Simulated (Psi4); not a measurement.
# CH2BCl2 (SMILES [CH2]B(Cl)Cl): UB2PLYP/aug-cc-pVDZ

What is the vertical ionisation energy of CH2BCl2 at UB2PLYP/aug-cc-pVDZ? 

The calculation is run with Psi4 1.11.

2 further runs of the same task are left out: 2 set aside as unsound or not needed.

## Step 1: The molecule

CH2BCl2 has 6 atoms, charge 0, and is taken as a doublet. SMILES: `[CH2]B(Cl)Cl`. Geometry: relaxed at GFN2-xTB.

Bond lengths: C1–B2 1.494 Å, B2–Cl3 1.742 Å, B2–Cl4 1.742 Å, C1–H5 1.077 Å, C1–H6 1.077 Å. Angles: C1–B2–Cl3 121.0°, C1–B2–Cl4 120.9°, Cl3–B2–Cl4 118.0°, B2–C1–H5 122.9°, B2–C1–H6 122.9°, H5–C1–H6 114.2°.

## Step 2: The energy at UB2PLYP/aug-cc-pVDZ

The input, job.py:

```python
import psi4

psi4.set_memory('1600 MB')
psi4.set_num_threads(1)
psi4.set_output_file('ch2bcl2.out', False)

mol = psi4.geometry("""
0 2
C     -0.17674608     1.59494775    -0.09690516
B      0.13229973    -1.20558858     0.07532448
Cl     2.08453799    -2.56056000     2.35208542
Cl    -1.45078054    -3.21398950    -1.99710036
H      0.77422079     2.89046839     1.15161800
H     -1.36355078     2.49472194    -1.48500348
units au
symmetry c1
""")

psi4.set_options({
    'basis': 'aug-cc-pVDZ',
    'reference': 'uks',
    'puream': True,
    'e_convergence': 1e-09,
    'd_convergence': 1e-08,
    'scf_type': 'pk',
    'dft_radial_points': 99,
    'dft_spherical_points': 590,
    'num_frozen_docc': 12,
    'maxiter': 200,
})

result = psi4.energy('b2plyp', molecule=mol)
print(f'b2plyp energy: {result:.10f} Eh')
```

Command:

```console
python job.py
```

ch2bcl2.out:

```text
[...]
  Running in c1 symmetry.
[...]
  Nuclear repulsion =  170.956222992899512
[...]
  Multiplicity = 2
[...]
  Nalpha       = 24
  Nbeta        = 23
[...]
    Number of basis functions: 118
[...]
   @UKS iter   1:  -983.92812160369681   -2.95078e-01   4.30049e-03 ADIIS/DIIS
[...]
   @UKS iter  13:  -984.09317524218034   -5.57066e-12   2.36505e-09 DIIS
[...]
   @S^2 Observed:                7.544089731E-01
[...]
    Orbital Energies [Eh]
    ---------------------
    Alpha Occupied:
       1A   -102.928751     2A   -102.928644     3A    -10.661621
       4A     -9.927204     5A     -9.927094     6A     -7.565054
       7A     -7.564943     8A     -7.562058     9A     -7.561950
      10A     -7.560031    11A     -7.559922    12A     -7.208813
      13A     -0.990153    14A     -0.947286    15A     -0.836521
      16A     -0.589899    17A     -0.539543    18A     -0.506249
      19A     -0.465584    20A     -0.453317    21A     -0.394132
      22A     -0.393939    23A     -0.374109    24A     -0.333870
    Alpha Virtual:
      25A      0.010766    26A      0.032542    27A      0.034764
[...]
  @UKS Final Energy:  -984.09317524218034
   => Energetics <=
    Nuclear Repulsion Energy =            170.9562229928995123
    One-Electron Energy =               -1696.2726972149132507
    Two-Electron Energy =                 573.0632587736823780
    DFT Exchange-Correlation Energy =     -31.8399597938489727
    Empirical Dispersion Energy =           0.0000000000000000
    VV10 Nonlocal Energy =                  0.0000000000000000
    Total Energy =                       -984.0931752421803367
[...]
 Multipole Moments:
 ------------------------------------------------------------------------------------
     Multipole            Electronic (a.u.)      Nuclear  (a.u.)        Total (a.u.)
 ------------------------------------------------------------------------------------
 L = 1.  Multiply by 2.5417464519 to convert [e a0] to [Debye]
 Dipole X            :          0.4772820           -0.5601819           -0.0828999
 Dipole Y            :         -4.3453905            5.1110132            0.7656227
 Dipole Z            :          0.2692465           -0.3158401           -0.0465935
 Magnitude           :                                                    0.7715059
[...]
```

The script printed:

```text
Memory set to   1.490 GiB by Python driver.
  Threads set to 1 by Python driver.
b2plyp energy: -984.2560511017 Eh
```

Wall time 33 s (1 thread of Intel Xeon 6975P-C (Granite Rapids), shared host); peak memory 0.78 GiB.

## Step 3: The singlet cation at the same level

The input, ch2bcl2.xyz:

```xyz
6
CH2BCl2
C     -0.093530     0.844010    -0.051280
B      0.070010    -0.637970     0.039860
Cl     1.103090    -1.354990     1.244670
Cl    -0.767720    -1.700770    -1.056820
H      0.409700     1.529570     0.609410
H     -0.721560     1.320150    -0.785830
```

The input, run.py:

```python
import psi4

psi4.set_memory('1600 MB')
psi4.set_num_threads(1)
psi4.core.set_output_file('psi4.out', False)

with open('ch2bcl2.xyz') as f:
    atoms = ''.join(f.readlines()[2:])
geom = psi4.geometry('1 1\n' + atoms + 'symmetry c1\nno_reorient\nno_com')

psi4.set_options({
    'puream': True,
    'e_convergence': 1e-09,
    'd_convergence': 1e-08,
    'scf_type': 'pk',
    'dft_radial_points': 99,
    'dft_spherical_points': 590,
    'num_frozen_docc': 12,
})

result = psi4.energy('b2plyp/aug-cc-pVDZ')
print('E =', round(result, 9))
```

Command:

```console
python run.py
```

psi4.out:

```text
[...]
  Running in c1 symmetry.
[...]
  Nuclear repulsion =  170.956222912649821
[...]
  Multiplicity = 1
[...]
  Nalpha       = 23
  Nbeta        = 23
[...]
    Number of basis functions: 118
[...]
   @RKS iter   1:  -983.67798887710103   -4.49452e-02   2.07425e-03 DIIS/ADIIS
[...]
   @RKS iter  12:  -983.72348810535004   -1.89857e-11   6.78177e-09 DIIS
[...]
    Orbital Energies [Eh]
    ---------------------
    Doubly Occupied:
       1A   -103.146116     2A   -103.146086     3A    -11.021486
       4A    -10.142127     5A    -10.142093     6A     -7.779883
       7A     -7.779848     8A     -7.777195     9A     -7.777166
      10A     -7.774303    11A     -7.774270    12A     -7.444192
      13A     -1.201433    14A     -1.152799    15A     -1.110024
      16A     -0.847203    17A     -0.824453    18A     -0.738402
      19A     -0.685728    20A     -0.647408    21A     -0.604914
      22A     -0.583518    23A     -0.575285
[...]
  @RKS Final Energy:  -983.72348810535004
   => Energetics <=
    Nuclear Repulsion Energy =            170.9562229126498210
    One-Electron Energy =               -1685.3884414334320354
    Two-Electron Energy =                 562.3866559191181977
    DFT Exchange-Correlation Energy =     -31.6779255036859126
    Empirical Dispersion Energy =           0.0000000000000000
    VV10 Nonlocal Energy =                  0.0000000000000000
    Total Energy =                       -983.7234881053500430
[...]
 Multipole Moments:
 ------------------------------------------------------------------------------------
     Multipole            Electronic (a.u.)      Nuclear  (a.u.)        Total (a.u.)
 ------------------------------------------------------------------------------------
 L = 1.  Multiply by 2.5417464519 to convert [e a0] to [Debye]
 Dipole X            :         -9.8632799            9.7855688           -0.0777111
 Dipole Y            :         89.9437515          -89.2404077            0.7033438
 Dipole Z            :         -5.5388193            5.4965519           -0.0422674
 Magnitude           :                                                    0.7088851
[...]
```

Standard output:

```text
Memory set to   1.490 GiB by Python driver.
  Threads set to 1 by Python driver.
E = -983.885187292
```

Run time: 23 s. Hardware: 1 thread of Intel Xeon 6975P-C (Granite Rapids), shared host; peak memory 0.78 GiB.

## Step 4: Summary of results

At UB2PLYP/aug-cc-pVDZ, 12 core orbitals frozen:

```
                                                                 quantity          value
                                            doublet CH2BCl2: total energy  -984.25605 Eh
doublet CH2BCl2: HOMO energy (SCF part's orbitals) (highest over α and β)       -9.09 eV
 doublet CH2BCl2: LUMO energy (SCF part's orbitals) (lowest over α and β)       -2.36 eV
                                                    doublet CH2BCl2: ⟨S²⟩          0.754
                                             singlet cation: total energy  -983.88519 Eh
                        singlet cation: HOMO energy (SCF part's orbitals)      -15.65 eV
                        singlet cation: LUMO energy (SCF part's orbitals)      -10.92 eV
                      singlet cation: HOMO–LUMO gap (SCF part's orbitals)        4.73 eV
                       vertical ionisation energy (to the singlet cation)      10.092 eV
```

The vertical ionisation energy comes to 10.09 eV (974 kJ/mol). Only the singlet of the ionised species was computed; a triplet could lie lower.
